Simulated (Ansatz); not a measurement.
# CH8AlNSSi: the cost of one run

The runs use Ansatz 0.2.0, Gaussian basis; functionals in def2-TZVPP, the program's frozen cores in correlated methods.

Levels to be run: PBE-D4, r2SCAN-D4, PBE0-D4, B3LYP-D4, ωB97X-V, ωB97M-V, B2PLYP; CCSD(T)/def2-TZVPP; MP2/def2-QZVPP; extrapolation to the limit.

## Step 1: Structure used throughout

The geometry comes from an earlier relaxation with PBE0-D4 in a triple-zeta def2 set; it is a stationary point, not always the lowest conformer.

SMILES `CS[SiH2][AlH][NH2]`, 13 atoms, charge 0, spin multiplicity 1.

Atoms are counted from 1 here; the program's logs count them from 0.

Bond lengths: C1–S2 1.814 Å, C1–H6 1.090 Å, C1–H7 1.090 Å, C1–H8 1.092 Å, S2–Si3 2.151 Å, Si3–Al4 2.450 Å, Si3–H9 1.496 Å, Si3–H10 1.489 Å, Al4–N5 1.771 Å, Al4–H11 1.586 Å, N5–H12 1.007 Å, N5–H13 1.008 Å. Angles: S2–C1–H6 106.9°, S2–C1–H7 110.9°, S2–C1–H8 111.7°, H6–C1–H7 108.8°, H6–C1–H8 108.7°, H7–C1–H8 109.7°, C1–S2–Si3 99.8°, S2–Si3–Al4 106.7°, S2–Si3–H9 109.4°, S2–Si3–H10 103.8°, Al4–Si3–H9 115.0°, Al4–Si3–H10 113.6°, H9–Si3–H10 107.6°, Si3–Al4–N5 117.2°, Si3–Al4–H11 125.4°, N5–Al4–H11 117.1°, Al4–N5–H12 125.2°, Al4–N5–H13 124.7° and more.

## Step 2: PBE-D4 (GGA)

Input file in.yaml:

```yaml
crystal:
  periodic: [false, false, false]
  atoms:
    - {symbol: C, position_ang: [-2.026258, -0.445566, 0.080923]}
    - {symbol: S, position_ang: [-1.212704, -1.609479, -1.048423]}
    - {symbol: Si, position_ang: [0.791996, -1.533543, -0.273369]}
    - {symbol: Al, position_ang: [1.572837, 0.770325, -0.563946]}
    - {symbol: N, position_ang: [1.034149, 1.963273, 0.629158]}
    - {symbol: H, position_ang: [-3.060989, -0.355109, -0.248976]}
    - {symbol: H, position_ang: [-2.015119, -0.823651, 1.103674]}
    - {symbol: H, position_ang: [-1.560223, 0.540985, 0.047990]}
    - {symbol: H, position_ang: [0.799603, -2.031445, 1.136901]}
    - {symbol: H, position_ang: [1.531745, -2.524187, -1.104016]}
    - {symbol: H, position_ang: [2.399979, 1.311742, -1.804333]}
    - {symbol: H, position_ang: [0.541577, 1.749840, 1.481493]}
    - {symbol: H, position_ang: [1.223809, 2.952015, 0.577625]}
basis:
  gaussian: {orbitals: def2-TZVPP}
hamiltonian: {xc: pbe, dispersion: d4}
output: {forces: true, orbitals: {seedname: orbitals}}
```

On the command line:

```sh
$ ansatz run in.yaml --threads 4 --pin off --events-out ev --progress --plain --max-ram 10444MiB
```

**Question.** How long does this run take on 4 threads of Arm Neoverse V2, shared host, and how much memory does it need?

About 3.8 s, with a peak of 0.48 GiB.
